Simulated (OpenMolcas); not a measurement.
**Cr²⁺ among point charges: CASSCF and CASPT2 levels and susceptibility**

How does a field of 5 point charges split the states of Cr²⁺, and what χT follows?

The numbers are computed with OpenMolcas 26.06 (state-averaged CASSCF and CASPT2, spin-orbit coupling by RASSI with atomic mean-field integrals), except any that are marked as measured or tabulated.

**1. The atom as given**

* Species: Cr²⁺ (chromium, Z = 24, 22 electrons)
* Basis: ANO-RCC-VDZP [5s4p2d1f], 34 functions
* Scalar Hamiltonian: DKH2, point nucleus
* Inactive shells: 1s 2s 2p 3s 3p
* Active space: 4 electrons in 5 orbitals (3d)
* Some configurations of this space: 3d⁴
* Orbitals: optimised for each spin and parity, averaged over all roots

Outer shells as boxes (Hund's rule):

3d4
```
3d [↑ ][↑ ][↑ ][↑ ][  ]
```

The ion sits among 5 point charges of -1.5 e arranged as a trigonal bipyramid (D3h), 1.75 Å from the ion, with the axial distance 2.047 Å.

The work runs as a chain of OpenMolcas steps in one folder; each step below is one input file. Labels, J, g values, rates, χT and fits are worked out afterwards by a script from the matrices that RASSI stores.

**2. Basis and integrals**

a.inp

```
&GATEWAY
Coord
1

Cr 0.0 0.0 0.0
Basis=ANO-RCC-VDZP
Group=NoSym
NoMove
AngMom=0.0 0.0 0.0
AMFI
XField
5 Angstrom 0
1.750000 0.000000 0.000000 -1.500000
-0.875000 1.515544 0.000000 -1.500000
-0.875000 -1.515544 0.000000 -1.500000
0.000000 0.000000 2.047500 -1.500000
0.000000 0.000000 -2.047500 -1.500000
&SEWARD
```

Command:

```bash
$ OMP_NUM_THREADS=1 MOLCAS_MEM=1689 MOLCAS_PROJECT=a pymolcas a.inp > a.log
```

**3. CASSCF: quintets, 5 roots**

a.inp

```
&RASSCF
FileOrb=start.orb
Symmetry=1
Spin=5
nActEl=4 0 0
Inactive=9
Ras2=5
CIRoot=5 5 1
SDav=5
CIMx=300
Iter=120 100
PrWF=0.3
OrbListing=Nothing
MaxOrb=0
>>> COPY $Project.JobIph JOB001
```

start.orb holds the contracted functions of the basis, ordered by shell, or the orbitals of the step before.

**4. CASSCF: triplets, 45 roots**

a.inp

```
&RASSCF
FileOrb=start.orb
Symmetry=1
Spin=3
nActEl=4 0 0
Inactive=9
Ras2=5
CIRoot=45 45 1
SDav=45
CIMx=300
Iter=120 100
PrWF=0.3
OrbListing=Nothing
MaxOrb=0
>>> COPY $Project.JobIph JOB002
```

**5. CASSCF: singlets, 50 roots**

a.inp

```
&RASSCF
FileOrb=start.orb
Symmetry=1
Spin=1
nActEl=4 0 0
Inactive=9
Ras2=5
CIRoot=50 50 1
SDav=50
CIMx=300
Iter=120 100
PrWF=0.3
OrbListing=Nothing
MaxOrb=0
>>> COPY $Project.JobIph JOB003
```

**6. RASSI: spin-orbit coupling between the states**

a.inp

```
&RASSI
NrOfJobIphs=3 5 45 50
1 2 3 4 5
1 2 3 4 5 6 7 8 9 10 11 12 13 14 15 16 17 18 19 20 21 22 23 24 25 26 27
28 29 30 31 32 33 34 35 36 37 38 39 40 41 42 43 44 45
1 2 3 4 5 6 7 8 9 10 11 12 13 14 15 16 17 18 19 20 21 22 23 24 25 26 27
28 29 30 31 32 33 34 35 36 37 38 39 40 41 42 43 44 45 46 47 48 49 50
IphNames
JOB001
JOB002
JOB003
EJob
SpinOrbit
DIPRint=1.0
SOCoupling=1000.0
Subsets=2
Property=9
'ANGMOM' 1 'ANGMOM' 2 'ANGMOM' 3 'MLTPL  1' 1 'MLTPL  1' 2 'MLTPL  1' 3
'AMFI' 1 'AMFI' 2 'AMFI' 3
SOProperty=3
'ANGMOM' 1 'ANGMOM' 2 'ANGMOM' 3
```

**7. CASPT2: IPEA 0.25, imaginary shift 0.1 (closed shells correlated: 3s 3p)**

a.inp

```
>>> COPY JOB001 $Project.JobIph
&CASPT2
Multistate=5 1 2 3 4 5
NoMult
Frozen=5
IPEA=0.25
Imaginary=0.1
MaxIter=60
WThr=0.0 0.3 0.05
PrWF=0.5
NoMix
>>> COPY JOB002 $Project.JobIph
&CASPT2
Multistate=45 1 2 3 4 5 6 7 8 9 10 11 12 13 14 15 16 17 18 19 20 21 22
23 24 25 26 27 28 29 30 31 32 33 34 35 36 37 38 39 40 41 42 43 44 45
NoMult
Frozen=5
IPEA=0.25
Imaginary=0.1
MaxIter=60
WThr=0.0 0.3 0.05
PrWF=0.5
NoMix
>>> COPY JOB003 $Project.JobIph
&CASPT2
Multistate=50 1 2 3 4 5 6 7 8 9 10 11 12 13 14 15 16 17 18 19 20 21 22
23 24 25 26 27 28 29 30 31 32 33 34 35 36 37 38 39 40 41 42 43 44 45 46
47 48 49 50
NoMult
Frozen=5
IPEA=0.25
Imaginary=0.1
MaxIter=60
WThr=0.0 0.3 0.05
PrWF=0.5
NoMix
```

(Steps that only read results are left out.)

Q: Predict the outcome of this session. Wanted: spin-free ground state; first state of the same spin within the active space; lowest level; next level.

The runs gave:

| quantity | value |
| --- | --- |
| method | SS-CASPT2, IPEA 0.25, imaginary shift 0.1 (closed shells correlated: 3s 3p) |
| spin-free ground state | 5A1, 1-fold in its orbital part |
| first state of the same spin within the active space | 5E at 4600 cm⁻¹ |
| lowest level | 1-fold |
| next level | 3.0 cm⁻¹ |
| χT at 300 K | 2.94 cm³ K/mol |
| effective moment at 300 K | 4.85 μB |

Cost by method:

| method | time of its own steps | time with the reference |
| --- | --- | --- |
| A. CASSCF | 26 s | 26 s |
| B. SS-CASPT2, IPEA 0.25, imaginary shift 0.1, +3s 3p | 11 s | 37 s |

Times are of one thread on a shared host.

In words: The spin-free ground state (5A1) comes to 100 % from free-ion D terms and keeps the highest spin of the shell. χT at 300 K is 2.94, against 3.01 cm³ K/mol for the spin alone; near agreement at one temperature doesn't show that the orbital moment is quenched. An active space of the d shell alone favours high spin; real ions in strong fields can be low spin. CASPT2 does not keep the components of a term degenerate, and the means are used. The field of point charges can differ much from that of real complexes. With metal d orbitals alone active, the gaps between spin states are rough; where two lie within a few thousand cm-1, their order is open. This is an electrostatic model: the charges have no orbitals.
